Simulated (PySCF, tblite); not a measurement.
**C8H7PS: geometry, infrared bands and NMR shifts**

Wanted: the infrared bands and NMR shifts of C8H7PS (`C#Cc1cccpc1SC`), by calculation.

The runs use tblite 0.8.0 and PySCF 2.14.0, with density-fitted response routines of our own; the level of theory stands in each step. All values are computed, except where a source is named. Atoms are numbered from 0 throughout.

### Step 1. Starting geometry

17 atoms, charge 0, multiplicity 1; geometry from: force field or distance geometry start.

Bonds of the start (Å): C0–C1 1.20, C1–C2 1.44, C2–C3 1.43, C3–C4 1.41, C4–C5 1.38, C5–P6 1.83, P6–C7 1.86, C7–S8 1.78, S8–C9 1.80, C7–C2 1.40, C0–H10 1.06, C3–H11 1.08, C4–H12 1.09, C5–H13 1.08, C9–H14 1.09, C9–H15 1.09, C9–H16 1.09.

### Step 2. Relaxing the molecule with GFN2-xTB

Job settings and geometry (Å):

```
{"job": {"kind": "relax", "xc": "GFN2-xTB", "basis": "xTB"}, "charge": 0, "multiplicity": 1}
C      0.493400     3.011500     0.128200
C      0.037900     1.902100     0.106800
C     -0.487000     0.557500     0.102600
C     -1.793500     0.440900    -0.457200
C     -2.499100    -0.778700    -0.552900
C     -2.027400    -2.013100    -0.141600
P     -0.390900    -2.253500     0.651600
C      0.264700    -0.509500     0.609300
S      1.902100    -0.357400     1.301800
C      2.851800    -0.415200    -0.229700
H      0.878000     4.001200     0.147000
H     -2.294900     1.330500    -0.814200
H     -3.497500    -0.741100    -0.999300
H     -2.636700    -2.897700    -0.268500
H      3.916200    -0.322100     0.007500
H      2.582600     0.414500    -0.883100
H      2.693400    -1.358000    -0.752000
```

Run with:

```
$ OMP_NUM_THREADS=1 python probes_run.py task.json out
```

One launch serves the whole session: the jobs run in the order shown.

**Question.** This job is followed by: GFN2-xTB harmonic vibrations, gas phase; GIAO PBE0/pcSseg-1 NMR shielding, non-relativistic, gas phase. What will the session give for the following? strongest single infrared mode (GFN2-xTB); zero-point energy (GFN2-xTB); 13C shifts against TMS (PBE0/pcSseg-1); 1H shifts against TMS (PBE0/pcSseg-1, means over atoms taken as alike); 31P shifts against H3PO4 (PBE0/pcSseg-1); 33S shifts against CS2 (PBE0/pcSseg-1).

As calculated:

```
                                                              quantity                                                    value
                             strongest single infrared mode (GFN2-xTB)                                     3053 cm⁻¹, 41 km/mol
                                          zero-point energy (GFN2-xTB)                                            74.0 kcal/mol
                                13C shifts against TMS (PBE0/pcSseg-1)  186.3, 167.8, 141.3, 137.6, 137.3, 95.2, 87.4, 26.3 ppm
1H shifts against TMS (PBE0/pcSseg-1, means over atoms taken as alike)                         9.03, 8.05, 8.03, 3.29, 2.56 ppm
                              31P shifts against H3PO4 (PBE0/pcSseg-1)                                                246.4 ppm
                                33S shifts against CS2 (PBE0/pcSseg-1)                                                   35 ppm
```

Over 111 steps the energy fell by 0.435 eV; of the close pairs, P6–C7 changed most, 1.864 to 1.742 Å. All 45 modes are real, so the xTB geometry is a minimum. The strongest single mode, at 3053 cm⁻¹, moves mainly H12. Unscaled tight-binding wavenumbers are off by several per cent, some by more. Its intensities can rank the bands wrongly. At PBE0/pcSseg-1: Shielding is most anisotropic at P6 (span 695 ppm, paramagnetic term -895 ppm). NICS(1)zz of -24 ppm above the planar ring from C2 marks a diatropic (aromatic) ring current.
